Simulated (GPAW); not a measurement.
# [AlF4]− (SMILES [F][Al-]([F])([F])[F]), run twice

Wanted: energy and one-electron properties of [AlF4]−, PBE/plane waves (scalar-relativistic datasets, plane-wave cutoff 450 eV).

The results are computed with GPAW 26.7.0.

1 further run of the same task is left out (set aside as unsound or not needed).

### 1 The structure to begin with

The species is [AlF4]− (5 atoms), meant as a singlet with charge -1. SMILES: `[F][Al-]([F])([F])[F]`. Geometry: relaxed at PBE0-D4/def2-TZVPD.

Bond lengths: F1–Al2 1.689 Å, Al2–F3 1.689 Å, Al2–F4 1.689 Å, Al2–F5 1.689 Å. Angles: F1–Al2–F3 109.5°, F1–Al2–F4 109.5°, F1–Al2–F5 109.5°, F3–Al2–F4 109.5°, F3–Al2–F5 109.5°, F4–Al2–F5 109.5°.

### 2 First attempt

molecule.py reads:

```python
from ase import Atoms
from gpaw import GPAW, PW

# Structure
mol = Atoms('FAlFFF',
    positions=[[ -0.101500,  -0.294000,   1.660000],
               [  0.000000,   0.000000,   0.000000],
               [ -1.343000,   0.895800,  -0.496200],
               [  0.034500,  -1.469900,  -0.831000],
               [  1.409900,   0.868100,  -0.332800]])
mol.center(vacuum=5.5)

# DFT calculator
dft = GPAW(mode=PW(450), xc='PBE', charge=-3, maxiter=65, txt='-')
mol.calc = dft

energy = mol.get_potential_energy()
print(f'Energy: {energy:.5f} eV')
forces = mol.get_forces()
print('Forces (eV/Ang)')
for symbol, f in zip(mol.symbols, forces):
    print(f'{symbol:2} {f[0]:9.4f} {f[1]:9.4f} {f[2]:9.4f}')
homo, lumo = dft.get_homo_lumo()
print(f'HOMO: {homo:.3f} eV')
print(f'LUMO = {lumo:.3f} eV')
print(f'Gap                     {lumo - homo:.3f} eV')
```

Run with:

```sh
python molecule.py
```

Standard output:

```text
[...]
  mode=PW(ecut=450.00000000000006),
[...]
Number of symmetries: 1
[...]
  Number of IBZ points: 1
[...]
Cutoff: 450.00000000000006 eV
Spin-components: 1 (collinear spins)
Bands:           20
[...]
  Valence electrons: 31.0
[...]
  Grid points: [70 70 70]
  Charge: -3.0  # |e|
[...]
    cutoffs:
[...]
occupation numbers:
  # Zero width
[...]
xc functional:
  name: PBE with 2 nearest neighbor stencil
[...]
|iter     |     time |      energy | eigst |  dens |
[...]
|iter:   1| 00:00:03 |  -30.392858 | +1.20 |       |
[...]
|iter:  27| 00:00:37 |  -23.278745c| -7.81c| -4.20c|
Converged in 27 steps
[...]
Energy contributions relative to reference atoms: (reference = -17459.746406)
Energy contributions:
  Kinetic:          30.293170
  Coulomb:         -17.231821
  Zero:              0.905404
  External:          0.000000
  Xc:              -37.245498
  Entropy:           0.000000
  Spinorbit:         0.000000
  ----------------------------
  Free energy:     -23.278745
  Extrapolated:    -23.278745
dipole moment: (-20.630473, -20.097165, -20.208911)  # |e|*Ang
Fermi level: 5.608
Eigenvalues  # (at kpt = [0.000, 0.000, 0.000])
| band index |      eig [eV] | occ [0-2] |
|------------|---------------|-----------|
|          0 |       -18.277 |     2.000 |
|        ... |               |           |
|          9 |         0.786 |     2.000 |
|         10 |         0.924 |     2.000 |
|         11 |         0.926 |     2.000 |
|         12 |         0.927 |     2.000 |
|         13 |         1.558 |     2.000 |
|         14 |         1.568 |     2.000 |
|         15 |         1.572 |     2.000 |
|         16 |         5.268 |     2.000 |
|         17 |         5.949 |     0.000 |
|         18 |         5.992 |     0.000 |
[...]
Gap: 0.681 eV
Transition (v -> c):
[...]
Forces (eV/Ang)
F    -0.0910   -0.1055    0.6587
Al    0.0012   -0.0241    0.0371
F    -0.5301    0.3525   -0.2408
F     0.0124   -0.5694   -0.3429
F     0.5548    0.3583   -0.1629
HOMO: 5.268 eV
LUMO = 5.949 eV
Gap                     0.681 eV
```

Wall time 39 s (1 thread of Intel Xeon 6975P-C (Granite Rapids), shared host); peak memory 0.73 GiB.

### 3 What went wrong

The program ended normally, but the settings are unsound, so its numbers aren't properties of the molecule.

What is wrong: the charge typed isn't that of the species meant. Among its listed settings the sound run differs in this, and the input shows the rest: charge -1 in place of -3.

### 4 Try two

calc.py reads:

```python
from ase import Atoms
from gpaw import GPAW, PW

atoms = Atoms(["F", "Al", "F", "F", "F"],
    positions=[[ -0.101500,  -0.294000,   1.660000],
               [  0.000000,   0.000000,   0.000000],
               [ -1.343000,   0.895800,  -0.496200],
               [  0.034500,  -1.469900,  -0.831000],
               [  1.409900,   0.868100,  -0.332800]])
atoms.center(vacuum=5.5)

dft = GPAW(mode=PW(450), xc="PBE", charge=-1, maxiter=100, txt="-")
atoms.calc = dft

energy = atoms.get_potential_energy()
print(f"Energy: {energy:.5f} eV")
forces = atoms.get_forces()
print("Forces (eV/Ang)")
for symbol, f in zip(atoms.symbols, forces):
    print(f'{symbol:2} {f[0]:9.4f} {f[1]:9.4f} {f[2]:9.4f}')
homo, lumo = dft.get_homo_lumo()
print(f"HOMO = {homo:.3f} eV")
print(f"LUMO                    {lumo:.3f} eV")
print(f"Gap = {lumo - homo:.3f} eV")
```

Run with:

```sh
python3 -u calc.py | tee calc.out
```

Standard output:

```text
[...]
  mode=PW(ecut=450.00000000000006),
[...]
Number of symmetries: 1
[...]
  Number of IBZ points: 1
[...]
Cutoff: 450.00000000000006 eV
Spin-components: 1 (collinear spins)
Bands:           20
[...]
  Valence electrons: 31.0
[...]
  Grid points: [70 70 70]
  Charge: -1.0  # |e|
[...]
    cutoffs:
[...]
occupation numbers:
  # Zero width
[...]
xc functional:
  name: PBE with 2 nearest neighbor stencil
[...]
|iter     |     time |      energy | eigst |  dens |
[...]
|iter:   1| 00:00:03 |  -28.137132 | -0.22 |       |
[...]
|iter:  10| 00:00:16 |  -28.062427c| -7.43c| -4.62c|
Converged in 10 steps
[...]
Energy contributions relative to reference atoms: (reference = -17459.746406)
Energy contributions:
  Kinetic:          29.784851
  Coulomb:         -24.891899
  Zero:              0.905080
  External:          0.000000
  Xc:              -33.860458
  Entropy:           0.000000
  Spinorbit:         0.000000
  ----------------------------
  Free energy:     -28.062427
  Extrapolated:    -28.062427
dipole moment: (-6.842634, -6.971936, -6.328334)  # |e|*Ang
Fermi level: -0.568
Eigenvalues  # (at kpt = [0.000, 0.000, 0.000])
| band index |      eig [eV] | occ [0-2] |
|------------|---------------|-----------|
|          0 |       -23.044 |     2.000 |
|        ... |               |           |
|          8 |        -3.982 |     2.000 |
|          9 |        -3.981 |     2.000 |
|         10 |        -3.842 |     2.000 |
|         11 |        -3.842 |     2.000 |
|         12 |        -3.841 |     2.000 |
|         13 |        -3.205 |     2.000 |
|         14 |        -3.201 |     2.000 |
|         15 |        -3.197 |     2.000 |
|         16 |         2.062 |     0.000 |
|         17 |         2.900 |     0.000 |
[...]
Gap: 5.259 eV
Transition (v -> c):
[...]
Forces (eV/Ang)
F    -0.0906   -0.1092    0.6635
Al   -0.0005   -0.0131    0.0158
F    -0.5309    0.3479   -0.2350
F     0.0130   -0.5701   -0.3343
F     0.5567    0.3535   -0.1579
HOMO = -3.197 eV
LUMO                    2.062 eV
Gap = 5.259 eV
```

It took 17 s on 1 thread of Intel Xeon 6975P-C (Granite Rapids), shared host; peak memory 0.71 GiB.

### 5 Summary of results

Level: PBE/plane waves (scalar-relativistic datasets, plane-wave cutoff 450 eV).

```
                                              quantity        value
energy as printed (from the program's reference atoms)  -28.0624 eV
                              largest force on an atom   0.679 eV/Å
```

**Reading.** The largest force is 0.68 eV/Å: the shape isn't a stationary point for this species at this level.
